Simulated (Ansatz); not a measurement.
HfRu, space group Pm-3m: a scan of the energy under strain, run with the Python package of Ansatz (0.2.0).

The script, `strain_hfru.py`:
```python
import ansatz
import numpy as np

VECTORS = np.array([
    [3.233, 0.0, 0.0],
    [0.0, 3.233, 0.0],
    [0.0, 0.0, 3.233],
])
SITES = [
    ('Hf', (0.0, 0.0, 0.0)),
    ('Ru', (0.5, 0.5, 0.5)),
]


def crystal_on(cell):
    crystal = ansatz.Crystal(lattice=ansatz.Lattice.of(cell))
    for symbol, position in SITES:
        crystal = crystal.atom(symbol, position)
    return crystal


def main() -> None:
    values = np.linspace(-0.02, 0.02, 7)
    energies = []
    for d in values:
        strain = np.array([[0, d / 2, 0], [d / 2, 0, 0], [0, 0, 0]])
        cell = VECTORS @ (np.eye(3) + strain)
        calculation = (
            crystal_on(cell).calculation()
            .pseudopotentials('paw')
            .functional(ansatz.Functional.R2SCAN)
            .occupations('Methfessel-Paxton', width=300 * ansatz.meV)
            .basis(630)
            .scf(tolerance=1e-07, extra_bands=8)
            .kpoints(11, 11, 11)
            .stress()
        )
        rep = calculation.run(threads=1).report
        energies.append(rep['free_energy_ev'] / len(SITES))
        s = rep['stress_gpa']
        print(f'd = {d:+.4f}  stress xx yy zz xy (GPa, compression positive): {s[0][0]:8.3f} {s[1][1]:8.3f} {s[2][2]:8.3f} {s[0][1]:8.3f}')
    energies = np.array(energies)

    for value, e in zip(values, energies):
        print(f'strain {value:7.3f}   E - Emin = {1000 * (e - energies.min()):9.3f} meV/atom')
    np.savetxt('strain.csv', np.column_stack([values, energies]), fmt='%.6f', delimiter=',', header='strain,energy_eV_per_atom')
    curvature = 2 * np.polyfit(values, energies, 3)[1]
    volume = abs(np.linalg.det(VECTORS)) / len(SITES)
    print(f'd2E/dd2 over the volume: {curvature / volume * 160.21766:.1f} GPa')


if __name__ == '__main__':
    main()
```

How much energy does this shear strain cost, and what curvature follows?

Against the unstrained cell the energy per atom changes by +1.85 meV at one end of the scan and +1.85 meV at the other, and its second derivative over the volume is 87.6 GPa.

The run itself:

```console
$ python strain_hfru.py
DeckWarning: output.stress: scf.convergence.dr2_threshold = 1e-7 eV (the SCF's general default) is looser than the 2e-10 eV advised for a printed stress (1e-10 eV for each atom of the cell: 2). What an SCF threshold leaves in a stress goes as its square root, and in the free energy as the threshold itself, and one [...]
d = -0.0200  stress xx yy zz xy (GPa, compression positive):   -0.357   -0.357   -0.318    1.753
d = -0.0133  stress xx yy zz xy (GPa, compression positive):   -0.381   -0.381   -0.363    1.171
d = -0.0067  stress xx yy zz xy (GPa, compression positive):   -0.395   -0.395   -0.390    0.586
d = +0.0000  stress xx yy zz xy (GPa, compression positive):   -0.399   -0.399   -0.399    0.000
d = +0.0067  stress xx yy zz xy (GPa, compression positive):   -0.395   -0.395   -0.390   -0.586
d = +0.0133  stress xx yy zz xy (GPa, compression positive):   -0.381   -0.381   -0.363   -1.171
d = +0.0200  stress xx yy zz xy (GPa, compression positive):   -0.357   -0.357   -0.318   -1.753
strain  -0.020   E - Emin =     1.848 meV/atom
strain  -0.013   E - Emin =     0.823 meV/atom
strain  -0.007   E - Emin =     0.206 meV/atom
strain   0.000   E - Emin =     0.000 meV/atom
strain   0.007   E - Emin =     0.206 meV/atom
strain   0.013   E - Emin =     0.823 meV/atom
strain   0.020   E - Emin =     1.848 meV/atom
d2E/dd2 over the volume: 87.6 GPa
```
(Warnings from the package without file and line, shortened.)

`strain.csv`, as written:
```csv
# strain,energy_eV_per_atom
-0.020000,-10812.746567
-0.013333,-10812.747593
-0.006667,-10812.748209
0.000000,-10812.748415
0.006667,-10812.748209
0.013333,-10812.747593
0.020000,-10812.746567
```

Reading the output:
- These settings explore the input space; cutoff and mesh may be short of convergence.
- Spin is left out of this run.
- The curvature belongs to this strain pattern and to the cell's stress; it equals a single elastic constant only for simple patterns.
- In a metal a curvature from energy changes of a few meV or less hangs on mesh and smearing, in size and even in sign.
- Spin-orbit coupling, which matters for elements this heavy, is left out.
- The starting cell is as deposited in a crystallographic database; the results hold for this polymorph, which needn't be the stable one.
- The ions keep their fractional positions (clamped ions).
- The whole script took 3.8 min on 1 thread of Arm Neoverse V1 (shared host), peak memory 0.7 GiB.

(Lines on the test bed's own set-up are left out of the output.)
